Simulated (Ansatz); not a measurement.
**ClFHOSV: up Jacob's ladder to CCSD(T)**

The task here is to estimate one member of a computed series from the others.

The runs use Ansatz 0.2.0, Gaussian basis; functionals in def2-TZVPP, the program's frozen cores in correlated methods.

Plan: LDA (SPW92), PBE-D4, revPBE-D4, BLYP-D4, r2SCAN-D4, B97M-V, PBE0-D4, B3LYP-D4, r2SCANh-D4, r2SCAN0-D4, HSE06-D4, BHLYP-D4, CAM-B3LYP-D4, LC-ωPBE, ωB97X-V, ωB97M-V, B2PLYP, PBE-QIDH; CCSD(T)/def2-SVP; CCSD(T)/def2-TZVPP; MP2/def2-QZVPP; extrapolation to the limit; RPA on PBE.

### The relaxed structure

The geometry comes from an earlier relaxation with PBE0-D4 in a triple-zeta def2 set; it is a stationary point.

SMILES `[OH][V]([F])(=[S])[Cl]`, 6 atoms, charge 0, spin multiplicity 1.

Atoms are counted from 1 here; the program's logs count them from 0.

Bond lengths: O1–V2 1.732 Å, O1–H6 0.962 Å, V2–F3 1.717 Å, V2–S4 1.987 Å, V2–Cl5 2.139 Å. Angles: V2–O1–H6 125.6°, O1–V2–F3 110.0°, O1–V2–S4 109.1°, O1–V2–Cl5 109.5°, F3–V2–S4 109.6°, F3–V2–Cl5 110.2°, S4–V2–Cl5 108.4°.

Coordinates:

```
atom    x (Å)    y (Å)    z (Å)
  O1  -0.4555   0.3238   1.2662
  V2   0.2975  -0.0158  -0.2562
  F3   1.9460  -0.4320  -0.0163
  S4  -0.6507  -1.5283  -1.1277
 Cl5   0.1451   1.6995  -1.5249
  H6  -1.2403  -0.1112   1.6126
```

Set-up of the first run:

in.yaml reads:

```yaml
crystal:
  periodic: [false, false, false]
  atoms:
    - {symbol: O, position_ang: [-0.455469, 0.323823, 1.266173]}
    - {symbol: V, position_ang: [0.297535, -0.015816, -0.256183]}
    - {symbol: F, position_ang: [1.946023, -0.431979, -0.016260]}
    - {symbol: S, position_ang: [-0.650725, -1.528279, -1.127732]}
    - {symbol: Cl, position_ang: [0.145141, 1.699530, -1.524912]}
    - {symbol: H, position_ang: [-1.240305, -0.111180, 1.612614]}
basis:
  gaussian: {orbitals: def2-TZVPP}
hamiltonian: {xc: lda}
output: {orbitals: {seedname: orbitals}}
```

Among the steps run: LDA; PBE-D4 (GGA); revPBE-D4 (GGA); BLYP-D4 (GGA); r2SCAN-D4 (meta-GGA); B97M-V (meta-GGA); PBE0-D4 (hybrid); B3LYP-D4 (hybrid); r2SCANh-D4 (hybrid); r2SCAN0-D4 (hybrid); HSE06-D4 (hybrid); BHLYP-D4 (hybrid); CAM-B3LYP-D4 (range-separated); LC-ωPBE-D4 (range-separated; the results give it without D4); ωB97X-V (range-separated); ωB97M-V (range-separated); B2PLYP (double hybrid); PBE-QIDH (double hybrid).

One table of the session follows, with a row left open; its other results are not shown here.

It belongs to the step «Orbital energies across the functionals». 

```
  functional  HOMO (eV)  LUMO (eV)  gap (eV)
 LDA (SPW92)      -7.40      -4.73      2.67
      PBE-D4      -7.23      -4.51      2.72
   revPBE-D4      -7.17      -4.44      2.73
     BLYP-D4      -7.06      -4.39      2.67
   r2SCAN-D4      -7.55      -4.58      2.97
      B97M-V      -7.60      -4.57      3.02
     PBE0-D4      -8.49      -3.76      4.74
    B3LYP-D4      -8.24      -3.96      4.28
  r2SCANh-D4      -8.01      -4.27      3.75
  r2SCAN0-D4      -8.70      -3.78      4.93
    HSE06-D4      -8.10      -4.14      3.96
    BHLYP-D4          ?          ?         ?
CAM-B3LYP-D4      -9.77      -2.69      7.08
     LC-ωPBE     -11.10      -1.67      9.43
     ωB97X-V     -10.75      -1.65      9.10
     ωB97M-V     -10.59      -1.58      9.01
```

Q: Estimate the row for BHLYP-D4 from the others.

Worked estimate for «HOMO (eV)». Against the share of exact exchange, BLYP-D4 (0, -7.06), B3LYP-D4 (0.2, -8.24) give a slope of -5.90 per unit share; at 0.5 the line stands at -10.01.

**Answer.** HOMO (eV): -9.58; LUMO (eV): -2.80; gap (eV): 6.78. In «HOMO (eV)» the line misses by -0.43.
